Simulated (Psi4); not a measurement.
# AlSi2H5O (SMILES [SiH3][Al]1[O][SiH2]1): levels of theory compared

We compute a comparison of 4 runs (PBE/6-31G*, SVWN5/6-31G*, MP2/6-31G*, CCSD(T)/6-31G*) of AlSi2H5O. 

Program for the calculation: Psi4 1.11.

3 further runs of the same task are left out: 1 that didn't finish, 2 set aside as unsound or not needed.

### Step 1. The molecule

The species is AlSi2H5O (9 atoms), meant as a singlet with charge 0. SMILES: `[SiH3][Al]1[O][SiH2]1`. The Si4–H8 distance was set to 3.277 Å, away from the relaxed value. At this shape a bond of the SMILES string is far longer than usual.

Bond lengths: Si1–Al2 2.450 Å, Al2–O3 1.745 Å, Al2–Si4 2.280 Å, O3–Si4 1.688 Å, Si1–H5 1.488 Å, Si1–H6 1.489 Å, Si1–H7 1.487 Å, Si4–H9 1.490 Å. Some angles: Si1–Al2–O3 129.7°, Si1–Al2–Si4 177.0°, O3–Al2–Si4 47.3°, Al2–O3–Si4 83.2°, Al2–Si4–O3 49.5°, Al2–Si1–H5 109.6°, Al2–Si1–H6 109.4°, Al2–Si1–H7 111.5°, Al2–Si4–H9 126.3°, O3–Si4–H9 114.1°.

### Step 2. A single-point energy at PBE/6-31G(d) (spherical functions) (run 1)

The input, alh5osi2.xyz:

```xyz
9
AlH5OSi2
Si    -0.562538     3.457018    -0.934011
Al    -0.034538     1.591018     0.563489
O      1.483062     0.774618     0.834989
Si     0.568962    -0.137782     1.921589
H     -1.673438     3.066618    -1.844211
H     -1.009738     4.626318    -0.128611
H      0.616862     3.852718    -1.749511
H      0.403300    -3.327600     1.187000
H      1.019362    -0.030082     3.337589
```

The input, alh5osi2.py:

```python
import psi4

psi4.set_memory(2200000000)
psi4.set_num_threads(1)
psi4.core.set_output_file('output.dat', False)

with open('alh5osi2.xyz') as f:
    atoms = ''.join(f.readlines()[2:])
mol = psi4.geometry('0 1\n' + atoms + 'symmetry c1')

psi4.set_options({
    'basis': '6-31G*',
    'puream': True,
    'e_convergence': 1e-09,
    'd_convergence': 1e-08,
    'scf_type': 'pk',
    'dft_radial_points': 99,
    'dft_spherical_points': 590,
})

E, wfn = psi4.energy("PBE", return_wfn=True)
psi4.oeprop(wfn, "WIBERG_LOWDIN_INDICES", "MULLIKEN_CHARGES", "DIPOLE")
print(f'total energy {E:.8f} hartree = {E * 27.211386:.5f} eV')
for k, v in sorted(psi4.core.scalar_variables().items()):
    print(f'{k:45s} {v:18.10f}')
```

Started as:

```bash
$ python alh5osi2.py
```

output.dat:

```text
[...]
  Running in c1 symmetry.
[...]
  Nuclear repulsion =  230.667158451807808
[...]
  Multiplicity = 1
[...]
  Nalpha       = 27
  Nbeta        = 27
[...]
    Number of basis functions: 78
[...]
   @RKS iter   1:  -898.26139045543925    1.58828e-01   1.25223e-02 DIIS/ADIIS
[...]
   @RKS iter  22:  -898.94174982380537   -3.41061e-13   1.88968e-09 DIIS
[...]
  @RKS Final Energy:  -898.94174982380537
   => Energetics <=
    Nuclear Repulsion Energy =            230.6671584518078078
    One-Electron Energy =               -1704.9366372371550824
    Two-Electron Energy =                 645.6142665014160684
    DFT Exchange-Correlation Energy =     -70.2865375398742032
    Empirical Dispersion Energy =           0.0000000000000000
    VV10 Nonlocal Energy =                  0.0000000000000000
    Total Energy =                       -898.9417498238053668
[...]
 Multipole Moments:
 ------------------------------------------------------------------------------------
     Multipole            Electronic (a.u.)      Nuclear  (a.u.)        Total (a.u.)
 ------------------------------------------------------------------------------------
 L = 1.  Multiply by 2.5417464519 to convert [e a0] to [Debye]
 Dipole X            :          0.8437936           -1.3816963           -0.5379027
 Dipole Y            :          1.1669913            0.5465071            1.7134983
 Dipole Z            :          1.6428269           -1.8327335           -0.1899065
 Magnitude           :                                                    1.8059569
[...]
```

The script printed:

```text
total energy -898.94174982 hartree = -24461.45095 eV
CURRENT ENERGY                                   -898.9417498238
CURRENT REFERENCE ENERGY                         -898.9417498238
DD SOLVATION ENERGY                                 0.0000000000
DFT FUNCTIONAL TOTAL ENERGY                      -898.9417498238
DFT TOTAL ENERGY                                 -898.9417498238
DFT VV10 ENERGY                                     0.0000000000
DFT XC ENERGY                                     -70.2865375399
GRID ELECTRONS ALPHA                               27.0000004210
GRID ELECTRONS BETA                                27.0000004210
GRID ELECTRONS TOTAL                               54.0000008420
NUCLEAR REPULSION ENERGY                          230.6671584518
ONE-ELECTRON ENERGY                             -1704.9366372372
PCM POLARIZATION ENERGY                             0.0000000000
PE ENERGY                                           0.0000000000
SCF ITERATION ENERGY                             -898.9417498238
SCF ITERATIONS                                     22.0000000000
SCF TOTAL ENERGY                                 -898.9417498238
TWO-ELECTRON ENERGY                               645.6142665014
XC GRID RADIAL POINTS                              99.0000000000
XC GRID SPHERICAL POINTS                          590.0000000000
XC GRID TOTAL POINTS                           501644.0000000000
```

Wall time 24 s (1 thread of AMD EPYC 7B13 (Zen 3), shared host); peak memory 1.1 GiB.

### Step 3. Energy and forces at SVWN5/6-31G(d) (spherical functions) (run 2)

The input, job.py:

```python
import psi4

psi4.set_memory('2200 MB')
psi4.set_num_threads(1)
psi4.set_output_file('output.dat', False)

mol = psi4.geometry("""
0 1
Si    -0.562538     3.457018    -0.934011
Al    -0.034538     1.591018     0.563489
O      1.483062     0.774618     0.834989
Si     0.568962    -0.137782     1.921589
H     -1.673438     3.066618    -1.844211
H     -1.009738     4.626318    -0.128611
H      0.616862     3.852718    -1.749511
H      0.403300    -3.327600     1.187000
H      1.019362    -0.030082     3.337589
units angstrom
symmetry c1
""")

psi4.set_options({
    'basis': '6-31G*',
    'puream': True,
    'e_convergence': 1e-09,
    'd_convergence': 1e-08,
    'scf_type': 'pk',
    'dft_radial_points': 99,
    'dft_spherical_points': 590,
})

e, wfn = psi4.gradient("scf", dft_functional={"name": "SVWN5", "x_functionals": {"LDA_X": {}}, "c_functionals": {"LDA_C_VWN": {}}}, return_wfn=True)
print('gradient / Eh bohr^-1')
print(e.np.round(6))
print(f'energy = {wfn.energy():.10f} Eh')
```

Started as:

```bash
$ python job.py
```

output.dat:

```text
[...]
  Running in c1 symmetry.
[...]
  Nuclear repulsion =  230.667158451807808
[...]
  Multiplicity = 1
[...]
  Nalpha       = 27
  Nbeta        = 27
[...]
    Number of basis functions: 78
[...]
   @RKS iter   1:  -894.79626179730053    2.40421e-01   1.26313e-02 ADIIS/DIIS
[...]
   @RKS iter  22:  -895.52483676144880   -4.43379e-12   1.59706e-09 DIIS
[...]
  @RKS Final Energy:  -895.52483676144880
   => Energetics <=
    Nuclear Repulsion Energy =            230.6671584518078078
    One-Electron Energy =               -1704.9423519805768592
    Two-Electron Energy =                 645.5598632588491910
    DFT Exchange-Correlation Energy =     -66.8095064915289214
    Empirical Dispersion Energy =           0.0000000000000000
    VV10 Nonlocal Energy =                  0.0000000000000000
    Total Energy =                       -895.5248367614487961
[...]
  -Total Gradient:
     Atom            X                  Y                   Z
    ------   -----------------  -----------------  -----------------
       1       -0.001236466377     0.004826785200    -0.003085980202
       2        0.011650032774    -0.009475698500     0.007991010690
       3       -0.015438316460     0.000519931103    -0.001428361186
       4        0.014135513677     0.029498318878     0.008934527828
       5        0.003412597910     0.001517573877     0.002557926219
       6        0.001279837474    -0.003204382825    -0.002924580706
       7       -0.004019512471    -0.001038982325     0.002460225383
       8       -0.001734416340    -0.024592502570    -0.006083629516
       9       -0.008071529547     0.001947790281    -0.008436994612
[...]
```

Standard output:

```text
gradient / Eh bohr^-1
[[-0.001236  0.004827 -0.003086]
 [ 0.01165  -0.009476  0.007991]
 [-0.015438  0.00052  -0.001428]
 [ 0.014136  0.029498  0.008935]
 [ 0.003413  0.001518  0.002558]
 [ 0.00128  -0.003204 -0.002925]
 [-0.00402  -0.001039  0.00246 ]
 [-0.001734 -0.024593 -0.006084]
 [-0.008072  0.001948 -0.008437]]
energy = -895.5248367614 Eh
```

Run time: 23 s. Hardware: 1 thread of AMD EPYC 7B13 (Zen 3), shared host; peak memory 0.51 GiB.

### Step 4. A single-point energy at MP2/6-31G(d) (spherical functions) (run 3)

The input, alh5osi2.py:

```python
import psi4

psi4.set_memory('2200 MB')
psi4.set_num_threads(1)
psi4.set_output_file('psi4.out', False)

m = psi4.geometry("""
0 1
Si
Al 1 2.450152
O 2 1.744515 1 129.7168
Si 3 1.687825 2 83.22528 1 179.88024
H 1 1.488279 2 109.5644 3 124.23694
H 1 1.488596 5 108.22216 2 -119.22646
H 1 1.487482 5 109.04571 6 -118.46243
H 4 3.2775 3 114.15443 2 117.9645
H 4 1.489804 3 114.14722 2 -117.99606
symmetry c1
no_reorient
no_com
""")

options = {'basis': '6-31G*', 'puream': True, 'e_convergence': 1e-09, 'd_convergence': 1e-08, 'scf_type': 'pk', 'num_frozen_docc': 16, 'mp2_type': 'conv'}
psi4.set_options(options)

e = psi4.energy('mp2', molecule=m)
print(f'mp2 energy: {e:.10f} Eh')
for k, v in sorted(psi4.core.scalar_variables().items()):
    print(f'{k:45s} {v:18.10f}')
```

Started as:

```bash
$ python alh5osi2.py
```

psi4.out:

```text
[...]
  Running in c1 symmetry.
[...]
  Nuclear repulsion =  230.667136680476546
[...]
  Multiplicity = 1
[...]
  Nalpha       = 27
  Nbeta        = 27
[...]
    Number of basis functions: 78
[...]
   @RHF iter   1:  -897.12752462996946   -9.43738e-01   7.34774e-03 ADIIS/DIIS
[...]
   @RHF iter  13:  -897.32885205350919   -5.68434e-12   3.89759e-09 DIIS
[...]
  @RHF Final Energy:  -897.32885205350919
   => Energetics <=
    Nuclear Repulsion Energy =            230.6671366804765455
    One-Electron Energy =               -1704.0120077740882607
    Two-Electron Energy =                 576.0160190401026057
    Total Energy =                       -897.3288520535091948
[...]
 Multipole Moments:
 ------------------------------------------------------------------------------------
     Multipole            Electronic (a.u.)      Nuclear  (a.u.)        Total (a.u.)
 ------------------------------------------------------------------------------------
 L = 1.  Multiply by 2.5417464519 to convert [e a0] to [Debye]
 Dipole X            :          2.5978716           -1.2851974            1.3126742
 Dipole Y            :          0.0042611            0.7422890            0.7465501
 Dipole Z            :         -0.2853844           -1.8341033           -2.1194877
 Magnitude           :                                                    2.6024371
[...]
	SCS-MP2 Total Energy (a.u.)        :  -897.75332201901540
	SOS-MP2 Total Energy (a.u.)        :  -897.75581257211672
	SCSN-MP2 Total Energy (a.u.)       :  -897.48911358992234
[...]
	SOS-PI-MP2 Total Energy (a.u.)     :  -897.78865568893275
[...]
	MP2 Total Energy (a.u.)            :  -897.74834091281264
[...]
```

On the terminal:

```text
mp2 energy: -897.7483409128 Eh
CURRENT CORRELATION ENERGY                         -0.4194888593
CURRENT ENERGY                                   -897.7483409128
CURRENT REFERENCE ENERGY                         -897.3288520535
DD SOLVATION ENERGY                                 0.0000000000
HF KINETIC ENERGY                                 897.3305158149
HF POTENTIAL ENERGY                             -1794.6593678684
HF TOTAL ENERGY                                  -897.3288520535
HF VIRIAL RATIO                                     1.9999981459
MP2 CORRELATION ENERGY                             -0.4194888593
MP2 DOUBLES ENERGY                                 -0.4194888593
MP2 OPPOSITE-SPIN CORRELATION ENERGY               -0.3284311682
MP2 SAME-SPIN CORRELATION ENERGY                   -0.0910576911
MP2 SINGLES ENERGY                                  0.0000000000
MP2 TOTAL ENERGY                                 -897.7483409128
NUCLEAR REPULSION ENERGY                          230.6671366805
ONE-ELECTRON ENERGY                             -1704.0120077741
PCM POLARIZATION ENERGY                             0.0000000000
PE ENERGY                                           0.0000000000
SCF ITERATION ENERGY                             -897.3288520535
SCF ITERATIONS                                     13.0000000000
SCF TOTAL ENERGY                                 -897.3288520535
SCS(N)-MP2 CORRELATION ENERGY                      -0.1602615364
SCS(N)-MP2 TOTAL ENERGY                          -897.4891135899
SCS-MP2 CORRELATION ENERGY                         -0.4244699655
SCS-MP2 TOTAL ENERGY                             -897.7533220190
SCS-MP2-VDW CORRELATION ENERGY                     -0.4659207408
SCS-MP2-VDW TOTAL ENERGY                         -897.7947727943
SOS-MP2 CORRELATION ENERGY                         -0.4269605186
SOS-MP2 TOTAL ENERGY                             -897.7558125721
SOS-PI-MP2 CORRELATION ENERGY                      -0.4598036354
SOS-PI-MP2 TOTAL ENERGY                          -897.7886556889
TWO-ELECTRON ENERGY                               576.0160190401
```

Run time: 7.2 s. Hardware: 1 thread of AMD EPYC 7B13 (Zen 3), shared host; peak memory 0.34 GiB.

### Step 5. The energy at CCSD(T)/6-31G(d) (spherical functions) (run 4)

The input, input.json:

```json
{
 "schema_name": "qcschema_input",
 "schema_version": 1,
 "molecule": {
  "schema_name": "qcschema_molecule",
  "schema_version": 2,
  "symbols": ["Si", "Al", "O", "Si", "H", "H", "H", "H", "H"],
  "geometry": [-1.06304275, 6.53281723, -1.76502499, -0.06526736, 3.00658828, 1.06483988, 2.80258101, 1.46381587, 1.57790053, 1.07518236, -0.26037024, 3.63127693, -3.16233951, 5.79506815, -3.48505371, -1.90812828, 8.74247399, -0.24303957, 1.16570024, 7.28058186, -3.30609664, 0.76212655, -6.28825265, 2.24310491, 1.926315, -0.05684674, 6.30712913],
  "molecular_charge": 0,
  "molecular_multiplicity": 1,
  "fix_symmetry": "c1",
  "fix_com": true,
  "fix_orientation": true
 },
 "driver": "energy",
 "model": {
  "method": "ccsd(t)",
  "basis": "6-31G*"
 },
 "keywords": {
  "puream": true,
  "e_convergence": 1e-09,
  "d_convergence": 1e-08,
  "scf_type": "pk",
  "num_frozen_docc": 16
 }
}
```

Started as:

```bash
$ psi4 --qcschema input.json -n 1 --memory 2200MB
```

stdout:

```text
[...]
  Running in c1 symmetry.
[...]
  Nuclear repulsion =  230.667158590989402
[...]
  Multiplicity = 1
[...]
  Nalpha       = 27
  Nbeta        = 27
[...]
    Number of basis functions: 78
[...]
   @RHF iter   1:  -897.12752465226140   -9.43738e-01   7.34775e-03 DIIS/ADIIS
[...]
   @RHF iter  13:  -897.32885208621678   -5.68434e-12   3.89759e-09 DIIS
[...]
  @RHF Final Energy:  -897.32885208621678
   => Energetics <=
    Nuclear Repulsion Energy =            230.6671585909894020
    One-Electron Energy =               -1704.0120507885944789
    Two-Electron Energy =                 576.0160401113882926
    Total Energy =                       -897.3288520862167843
[...]
 Multipole Moments:
 ------------------------------------------------------------------------------------
     Multipole            Electronic (a.u.)      Nuclear  (a.u.)        Total (a.u.)
 ------------------------------------------------------------------------------------
 L = 1.  Multiply by 2.5417464519 to convert [e a0] to [Debye]
 Dipole X            :        -21.4073580           20.5258009           -0.8815570
 Dipole Y            :       -151.6373031          154.0834571            2.4461540
 Dipole Z            :        -54.2185949           54.1096940           -0.1089009
 Magnitude           :                                                    2.6024357
[...]
      * MP2 total energy                      = -897.748340899432151
[...]
      * CCSD total energy                     = -897.818589346320437
[...]
      * CCSD(T) total energy                  = -897.846237504131864
[...]
```

The result, in JSON:

```text
{
 "driver": "energy",
 "model": {
  "method": "ccsd(t)",
  "basis": "6-31G*"
 },
 "success": true,
 "return_result": -897.8462375041319,
 "properties": {
  "calcinfo_nbasis": 78,
  "calcinfo_nmo": 78,
  "calcinfo_nalpha": 27,
  "calcinfo_nbeta": 27,
  "calcinfo_natom": 9,
  "nuclear_repulsion_energy": 230.6671585909894,
  "return_energy": -897.8462375041319,
  "scf_one_electron_energy": -1704.0120507885945,
  "scf_two_electron_energy": 576.0160401113883,
  "scf_dipole_moment": [-0.8815570263000758, 2.4461539713051366, -0.10890089260638547],
  "scf_total_energy": -897.3288520862168,
  "scf_iterations": 13,
  "mp2_same_spin_correlation_energy": -0.09105767993512914,
  "mp2_opposite_spin_correlation_energy": -0.32843113327910295,
  "mp2_singles_energy": -1.0159827481797717e-27,
  "mp2_doubles_energy": -0.4194888132142321,
  "mp2_correlation_energy": -0.4194888132142321,
  "mp2_total_energy": -897.7483408994322,
  "ccsd_same_spin_correlation_energy": -0.08308778897219671,
  "ccsd_opposite_spin_correlation_energy": -0.40664947113028427,
  "ccsd_singles_energy": 0.0,
  "ccsd_doubles_energy": -0.489737260102481,
  "ccsd_correlation_energy": -0.4897372601024804,
  "ccsd_total_energy": -897.8185893463204,
  "ccsd_iterations": 25,
  "ccsd_prt_pr_correlation_energy": -0.5173854179138919,
  "ccsd_prt_pr_total_energy": -897.8462375041319
 }
}
```

Run time: 23 s. Hardware: 1 thread of AMD EPYC 7B13 (Zen 3), shared host; peak memory 0.42 GiB.

### Step 6. The series

```tsv
run	level	task	frozen core orbitals	energy (Eh)	HOMO energy (eV)	LUMO energy (eV)	HOMO–LUMO gap (eV)	wall time
1	PBE/6-31G* (spherical functions)	energy	0	-898.941750	-4.92	-3.78	1.14	24 s
2	SVWN5/6-31G* (spherical functions)	gradient	0	-895.524837	-4.98	-3.83	1.15	23 s
3	MP2/6-31G* (spherical functions)	energy	16	-897.748341	-6.97	-0.61	6.37	7.2 s
4	CCSD(T)/6-31G* (spherical functions)	energy	16	-897.846238	-6.97	-0.61	6.37	23 s
```

### Step 7. Results

```
                                           quantity          value
                                run 4: total energy  -897.84624 Eh
         run 4: HOMO energy (Hartree–Fock orbitals)       -6.97 eV
         run 4: LUMO energy (Hartree–Fock orbitals)       -0.61 eV
       run 4: HOMO–LUMO gap (Hartree–Fock orbitals)        6.37 eV
run 4: correlation energy (16 core orbitals frozen)     -517.4 mEh
                              run 4: (T) correction     -27.65 mEh
                               run 4: T1 diagnostic          0.044
```

In words: Totals of different functionals can't be ranked against each other. In run 4 the T1 diagnostic is large, so a single reference may not serve. All runs together took 76 s, the longest 24 s.
